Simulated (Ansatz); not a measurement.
Geometry optimisation, Ansatz 0.2.0, DFT PBE, scalar-relativistic, plane waves, PAW.

Input:

```yaml
crystal:
  lattice:
    - [0.0, 5.43, 5.43]
    - [5.43, 0.0, 5.43]
    - [5.43, 5.43, 0.0]
  atoms:
    - { symbol: Si, position: [0.0, 0.0, 0.0] }
    - { symbol: Si, position: [0.125, 0.125, 0.125] }
    - { symbol: Si, position: [0.0, 0.0, 0.5] }
    - { symbol: Si, position: [0.125, 0.125, 0.625] }
    - { symbol: Si, position: [0.0, 0.5, 0.0] }
    - { symbol: Si, position: [0.125, 0.625, 0.125] }
    - { symbol: Si, position: [0.0, 0.5, 0.5] }
    - { symbol: Si, position: [0.125, 0.625, 0.625] }
    - { symbol: Si, position: [0.5, 0.0, 0.0] }
    - { symbol: Si, position: [0.625, 0.125, 0.125] }
    - { symbol: Si, position: [0.5, 0.0, 0.5] }
    - { symbol: Si, position: [0.625, 0.125, 0.625] }
    - { symbol: Si, position: [0.5, 0.5, 0.0] }
    - { symbol: Si, position: [0.625, 0.625, 0.125] }
    - { symbol: Si, position: [0.5, 0.5, 0.5] }
    - { symbol: Si, position: [0.625, 0.625, 0.625] }
    - { symbol: B, position: [0.8176162, 0.3147812, 0.8034204], spin: 1.0 }
magnetization:
  spin_polarized: true
basis:
  ecutwfc: 420.0
kpoints:
  mp_grid: { grid: [2, 2, 2] }
hamiltonian:
  xc: pbe
  pseudopotentials: { kind: paw, azcp: { folder: soft_1 } }
scf:
  occupations: { method: fermi_dirac, width: 0.05 }
  lower_state_search: "off"
relax:
  f_tol: 0.08
  max_steps: 25
  adjacent_minimum: "off"
```

Run as:

```bash
$ ansatz run input.yaml --threads 1 --pin off --max-ram 3072MiB --backend cpu --events-out ev --progress --plain --runs-dir out
```

Problem. Where does it end, and by what steps?

Solution. The run converged. Limits of this set-up: coarse k mesh, a small cell, in which the defect meets its images. After 2 steps the energy has fallen by 0.146 eV; Si7 moved furthest, 0.05 Å.

```csv
step,energy less start (eV),largest force component (eV/Å),accepted
0,0.0000,0.525,yes
1,-0.1368,0.147,yes
2,-0.1457,0.046,yes
```

```xyz
17
Lattice="0.0000 5.4300 5.4300 5.4300 0.0000 5.4300 5.4300 5.4300 0.0000" Properties=species:S:1:pos:R:3
Si 0.035 0.006 0.027
Si 1.362 1.365 1.370
Si 2.700 2.702 -0.006
Si 4.062 4.040 1.319
Si 2.691 -0.023 2.694
Si 4.047 1.331 4.044
Si 5.467 2.751 2.727
Si 6.797 4.084 4.090
Si -0.009 2.708 2.710
Si 1.330 4.044 4.067
Si 2.743 5.458 2.741
Si 4.095 6.810 4.098
Si 2.720 2.748 5.456
Si 4.079 4.077 6.799
Si 5.416 5.417 5.425
Si 6.757 6.779 6.750
B 6.080 8.806 6.138
```

Whether the end is a true minimum wasn't checked by a vibrational analysis.

Time of the run: 70 s on 1 thread of Arm Neoverse V1, on a shared host, peak memory 0.66 GiB.
